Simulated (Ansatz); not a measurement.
**Si2H4F2: a ladder of functionals and wavefunction methods**

How much do the methods differ for Si2H4F2? The plan is to run it at one geometry with functionals of several rungs and with coupled cluster. The yardstick is the atomisation energy at the CCSD(T) limit.

Computed with Ansatz 0.2.0, Gaussian basis. Level: functionals in def2-TZVPP, the program's frozen cores in correlated methods.

The runs, in order: PBE-D4, r2SCAN-D4, PBE0-D4, B3LYP-D4, ωB97X-V, ωB97M-V, B2PLYP; CCSD(T)/def2-TZVPP; CCSD(T)/def2-QZVPP; extrapolation to the limit.

**1. The relaxed structure**

All runs share one geometry, relaxed beforehand with PBE0-D4 in a triple-zeta def2 set.

SMILES `F[SiH2][SiH2]F`, 8 atoms, charge 0, spin multiplicity 1.

Atoms are counted from 1 here; the program's logs count them from 0.

Bond lengths: F1–Si2 1.607 Å, Si2–Si3 2.355 Å, Si2–H5 1.485 Å, Si2–H6 1.485 Å, Si3–F4 1.607 Å, Si3–H7 1.485 Å, Si3–H8 1.485 Å. Angles: F1–Si2–Si3 107.7°, F1–Si2–H5 108.2°, F1–Si2–H6 108.1°, Si3–Si2–H5 111.7°, Si3–Si2–H6 111.8°, H5–Si2–H6 109.2°, Si2–Si3–F4 107.7°, Si2–Si3–H7 111.8°, Si2–Si3–H8 111.7°, F4–Si3–H7 108.1°, F4–Si3–H8 108.2°, H7–Si3–H8 109.2°.

**2. PBE-D4 (GGA)**

in.yaml

```yaml
crystal:
  periodic: [false, false, false]
  atoms:
    - {symbol: F, position_ang: [-1.965594, 1.115439, -0.120117]}
    - {symbol: Si, position_ang: [-0.358500, 1.113581, -0.132452]}
    - {symbol: Si, position_ang: [0.358515, -1.113463, 0.133574]}
    - {symbol: F, position_ang: [1.965196, -1.118477, 0.095401]}
    - {symbol: H, position_ang: [0.094996, 1.685913, -1.425865]}
    - {symbol: H, position_ang: [0.112844, 1.980521, 0.977703]}
    - {symbol: H, position_ang: [-0.074248, -1.679715, 1.436751]}
    - {symbol: H, position_ang: [-0.133199, -1.983809, -0.964995]}
basis:
  gaussian: {orbitals: def2-TZVPP}
hamiltonian: {xc: pbe, dispersion: d4}
output: {forces: true, orbitals: {seedname: orbitals}}
```

Run with:

```
$ ansatz run in.yaml --threads 2 --pin off --events-out ev --progress --plain --max-ram 32768MiB --backend cpu
```

Further steps of the session: r2SCAN-D4 (meta-GGA); PBE0-D4 (hybrid); B3LYP-D4 (hybrid); ωB97X-V (range-separated); ωB97M-V (range-separated); B2PLYP (double hybrid); CCSD(T) in def2-TZVPP; CCSD(T) in def2-QZVPP.

Q: Predict the results of all the runs planned. Wanted: atomisation energy, CCSD(T)/CBS; farthest; mean size of error, hybrid; mean size of error, range-separated; gap, smallest and largest; T1 diagnostic; triples share of the correlation energy.

As calculated:

| quantity | value |
| --- | --- |
| atomisation energy, CCSD(T)/CBS | 2710.7 kJ/mol |
| functionals within 13.6 kJ/mol (0.5 %) | ωB97X-V |
| farthest | PBE0-D4 (-70.1 kJ/mol) |
| mean size of error, hybrid | 51.4 kJ/mol |
| mean size of error, range-separated | 11.3 kJ/mol |
| gap, smallest and largest | 4.98 eV (PBE-D4), 11.51 eV (ωB97X-V) |
| T1 diagnostic | 0.0120 |
| triples share of the correlation energy | 2.8 % |

What this shows: PBE-D4 misses by -35.6 kJ/mol. Double hybrids carry the basis error of their MP2 part in triple zeta, and no dispersion term here, so their miss is partly the set-up's. The reference freezes the cores and leaves out relativity and excitations past (T), so misses under about 13.6 kJ/mol can't be ranked. Hartree-Fock recovers 76 % of the binding; the rest is correlation. Orbital gaps span 5.0 to 11.5 eV; exact exchange widens them.
